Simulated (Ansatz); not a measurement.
# CH₇BN₂: one species, many methods

One table from this session's results is given with a row withheld; the runs are named, their logs left out.

Program: Ansatz 0.2.0, Gaussian basis. Level of theory: functionals in def2-TZVPP, the program's frozen cores in correlated methods. These are calculated values, not measurements.

Levels to be run: LDA (SPW92), PBE-D4, revPBE-D4, BLYP-D4, r2SCAN-D4, B97M-V, PBE0-D4, B3LYP-D4, r2SCANh-D4, r2SCAN0-D4, HSE06-D4, BHLYP-D4, CAM-B3LYP-D4, LC-ωPBE, ωB97X-V, ωB97M-V, B2PLYP, PBE-QIDH; CCSD(T)/def2-SVP; CCSD(T)/def2-TZVPP; MP2/def2-QZVPP; extrapolation to the limit; RPA on PBE.

## The geometry

An earlier PBE0-D4 in a triple-zeta def2 set relaxation fixed the geometry.

SMILES `NBCN`, 11 atoms, charge 0, spin multiplicity 1.

Atoms are counted from 1 here; the program's logs count them from 0.

Bond lengths: N1–B2 1.391 Å, N1–H5 1.007 Å, N1–H6 1.005 Å, B2–C3 1.576 Å, B2–H7 1.200 Å, C3–N4 1.459 Å, C3–H8 1.100 Å, C3–H9 1.105 Å, N4–H10 1.011 Å, N4–H11 1.012 Å. Angles: B2–N1–H5 123.5°, B2–N1–H6 123.0°, H5–N1–H6 113.5°, N1–B2–C3 120.9°, N1–B2–H7 117.9°, C3–B2–H7 121.3°, B2–C3–N4 113.3°, B2–C3–H8 105.8°, B2–C3–H9 110.1°, N4–C3–H8 107.9°, N4–C3–H9 114.0°, H8–C3–H9 105.1°, C3–N4–H10 110.9°, C3–N4–H11 111.4°, H10–N4–H11 107.1°.

The first run:

in.yaml

```yaml
crystal:
  periodic: [false, false, false]
  atoms:
    - {symbol: N, position_ang: [-0.632101, 1.802877, -0.249825]}
    - {symbol: B, position_ang: [0.297980, 0.770461, -0.183062]}
    - {symbol: C, position_ang: [-0.166875, -0.734614, -0.122627]}
    - {symbol: N, position_ang: [0.874806, -1.642485, 0.345134]}
    - {symbol: H, position_ang: [-1.627920, 1.654925, -0.240274]}
    - {symbol: H, position_ang: [-0.370652, 2.769540, -0.332645]}
    - {symbol: H, position_ang: [1.461969, 1.063007, -0.188307]}
    - {symbol: H, position_ang: [-0.417732, -1.011745, -1.157597]}
    - {symbol: H, position_ang: [-1.117224, -0.815485, 0.434995]}
    - {symbol: H, position_ang: [1.247997, -1.335328, 1.233568]}
    - {symbol: H, position_ang: [0.515151, -2.578252, 0.481239]}
basis:
  gaussian: {orbitals: def2-TZVPP}
hamiltonian: {xc: lda}
output: {orbitals: {seedname: orbitals}}
```

Command:

```sh
$ ansatz run in.yaml --threads 2 --pin off --events-out ev --progress --plain --max-ram 4352MiB
```

Among the steps run: LDA; PBE-D4 (GGA); revPBE-D4 (GGA); BLYP-D4 (GGA); r2SCAN-D4 (meta-GGA); B97M-V (meta-GGA); PBE0-D4 (hybrid); B3LYP-D4 (hybrid); r2SCANh-D4 (hybrid); r2SCAN0-D4 (hybrid); HSE06-D4 (hybrid); BHLYP-D4 (hybrid); CAM-B3LYP-D4 (range-separated); LC-ωPBE (range-separated); ωB97X-V (range-separated); ωB97M-V (range-separated); B2PLYP (double hybrid); PBE-QIDH (double hybrid).

One of the session's tables, all rows but one given; the rest of the session is left out.

It belongs to the step «Orbital energies across the functionals». 

```
  functional  HOMO (eV)  LUMO (eV)  gap (eV)
 LDA (SPW92)      -5.10      -0.73      4.37
      PBE-D4          ?          ?         ?
   revPBE-D4      -4.96      -0.38      4.58
     BLYP-D4      -4.91      -0.38      4.53
   r2SCAN-D4      -5.32      -0.09      5.22
      B97M-V      -5.50      -0.19      5.31
     PBE0-D4      -6.51       0.47      6.99
    B3LYP-D4      -6.28       0.21      6.49
  r2SCANh-D4      -5.88       0.24      6.12
  r2SCAN0-D4      -6.73       0.72      7.45
    HSE06-D4      -6.10       0.09      6.20
    BHLYP-D4      -7.96       1.37      9.33
CAM-B3LYP-D4      -7.98       1.47      9.45
     LC-ωPBE      -9.37       2.70     12.07
     ωB97X-V      -9.02       2.55     11.58
     ωB97M-V      -8.93       2.22     11.15
```

**Question.** Estimate the row for PBE-D4.

As computed: HOMO (eV): -5.00; LUMO (eV): -0.49; gap (eV): 4.51. In the column «HOMO (eV)» it lies between LDA (SPW92) (-5.10) and revPBE-D4 (-4.96).
